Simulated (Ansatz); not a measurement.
# TiO2: the cost of one run

Computed with Ansatz 0.2.0 (DFT HSE06, scalar-relativistic, plane waves, PAW, unless a step's input says otherwise).

## 1. The system as given

It takes space group P4_2/mnm (No. 136, tetragonal). The conventional cell has a = 4.594 Å, b = 4.594 Å, c = 2.959 Å, α = 90.00°, β = 90.00°, γ = 90.00°. Ti (site symmetry mmm) is surrounded by 6 O at 1.95 to 1.98 Å. O (site symmetry m2m) has 3 Ti at 1.95 to 1.98 Å as nearest neighbours.

Coordinates:

```
CELL_PARAMETERS angstrom
4.59400 0.00000 0.00000
0.00000 4.59400 0.00000
0.00000 0.00000 2.95900
ATOMIC_POSITIONS crystal
Ti 0.00000 0.00000 0.00000
Ti 0.50000 0.50000 0.50000
O 0.30480 0.30480 0.00000
O 0.69520 0.69520 0.00000
O 0.80480 0.19520 0.50000
O 0.19520 0.80480 0.50000
```

## 2. Single point: TiO2, no spin

input.yaml

```yaml
crystal:
  lattice:
    - [4.594, 0.0, 0.0]
    - [0.0, 4.594, 0.0]
    - [0.0, 0.0, 2.959]
  atoms:
    - { symbol: Ti, position: [0.0, 0.0, 0.0] }
    - { symbol: Ti, position: [0.5, 0.5, 0.5] }
    - { symbol: O, position: [0.3048, 0.3048, 0.0] }
    - { symbol: O, position: [0.6952, 0.6952, 0.0] }
    - { symbol: O, position: [0.8048, 0.1952, 0.5] }
    - { symbol: O, position: [0.1952, 0.8048, 0.5] }
scf:
  occupations: { method: gaussian, width: 0.03 }
output:
  eigenstates:
    kpoints:
      - [0.125, -0.375, -0.375]
      - [0.125, -0.375, -0.125]
      - [0.125, -0.375, 0.125]
      - [0.125, -0.375, 0.375]
      - [0.125, -0.125, -0.375]
      - [0.125, -0.125, -0.125]
      - [0.125, -0.125, 0.125]
      - [0.125, -0.125, 0.375]
      - [0.125, 0.125, -0.375]
      - [0.125, 0.125, -0.125]
      - [0.125, 0.125, 0.125]
      - [0.125, 0.125, 0.375]
      - [0.125, 0.375, -0.375]
      - [0.125, 0.375, -0.125]
      - [0.125, 0.375, 0.125]
      - [0.125, 0.375, 0.375]
      - [0.375, -0.375, -0.375]
      - [0.375, -0.375, -0.125]
      - [0.375, -0.375, 0.125]
      - [0.375, -0.375, 0.375]
      - [0.375, -0.125, -0.375]
      - [0.375, -0.125, -0.125]
      - [0.375, -0.125, 0.125]
      - [0.375, -0.125, 0.375]
      - [0.375, 0.125, -0.375]
      - [0.375, 0.125, -0.125]
      - [0.375, 0.125, 0.125]
      - [0.375, 0.125, 0.375]
      - [0.375, 0.375, -0.375]
      - [0.375, 0.375, -0.125]
      - [0.375, 0.375, 0.125]
      - [0.375, 0.375, 0.375]
hamiltonian:
  xc: hse06
kpoints:
  mp_grid: { grid: [4, 4, 4] }
```

Launch:

```sh
$ ansatz run input.yaml --threads 8 --pin off --max-ram 20480MiB --backend cpu --events-out ev --progress --plain --runs-dir out
```

Q: Estimate wall time and peak memory on 8 threads of Intel Xeon Platinum 8488C (Sapphire Rapids), shared host.

About 33 s, with a peak of 1.3 GiB.
